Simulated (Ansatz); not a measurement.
# W3Se2: the cost of one run

Program: Ansatz 0.2.0. Level of theory: DFT PBE, scalar-relativistic, plane waves, PAW. These are calculated values, not measurements.

1 further run of the same task is left out (set aside as unsound or not needed).

## 1. The system as given

The structure is trigonal, space group P-3m1 (No. 164). The conventional cell has a = 4.175 Å, b = 4.175 Å, c = 6.496 Å, α = 90.00°, β = 90.00°, γ = 120.00°. W (site symmetry -3m) is surrounded by 6 Se at 2.89 Å. Around W (site symmetry 3m) lie 4 Se at 2.51 to 2.60 Å. Around Se (site symmetry 3m) lie 7 W at 2.51 to 2.89 Å.

As a file:

```cif
data_structure
_symmetry_space_group_name_H-M 'P-3m1'
_symmetry_Int_Tables_number 164
_cell_length_a 4.1752
_cell_length_b 4.1752
_cell_length_c 6.4959
_cell_angle_alpha 90.000
_cell_angle_beta 90.000
_cell_angle_gamma 120.000
_cell_volume 98.07
loop_
_atom_site_label
_atom_site_type_symbol
_atom_site_symmetry_multiplicity
_atom_site_Wyckoff_symbol
_atom_site_fract_x
_atom_site_fract_y
_atom_site_fract_z
_atom_site_occupancy
W1 W 1 a 0.00000 0.00000 0.00000 1
W2 W 2 d 0.33333 0.66667 0.64500 1
Se1 Se 2 d 0.33333 0.66667 0.24500 1
```

(A quick probe on a coarse mesh, which set the mesh and smearing, is not shown.)

## 3. A loose first relaxation

The input, input.yaml:

```yaml
crystal:
  lattice:
    - [4.1751762634, 0.0, 0.0]
    - [-2.0875881317, 3.6158087093, 0.0]
    - [0.0, 0.0, 6.4958960646]
  atoms:
    - { symbol: W, position: [0.0, 0.0, 0.0], spin: 1.69 }
    - { symbol: W, position: [0.3333333333, 0.6666666667, 0.645] }
    - { symbol: W, position: [0.6666666667, 0.3333333333, 0.355] }
    - { symbol: Se, position: [0.3333333333, 0.6666666667, 0.245] }
    - { symbol: Se, position: [0.6666666667, 0.3333333333, 0.755] }
basis:
  ecutwfc: 420
kpoints:
  mp_grid: { grid: [6, 6, 4] }
hamiltonian:
  xc: pbe
scf:
  occupations: { method: gaussian, width: 0.1 }
  lower_state_search: "off"
output:
  forces: true
  stress: true
  eigenvalues: true
  populations: true
magnetization:
  spin_polarized: true
relax:
  adjacent_minimum: "off"
  f_tol: 0.04
  max_steps: 70
  cell: { stress_tol: 0.4 }
```

Run with:

```bash
> ansatz run input.yaml --threads 1 --pin off --max-ram 2560MiB --backend cpu --events-out ev --progress --plain --runs-dir out
```

**Question.** How long does this run take on 1 thread of Intel Xeon Platinum 8488C (Sapphire Rapids), shared host, and how much memory does it need?

About 4.5 min, with a peak of 0.54 GiB.
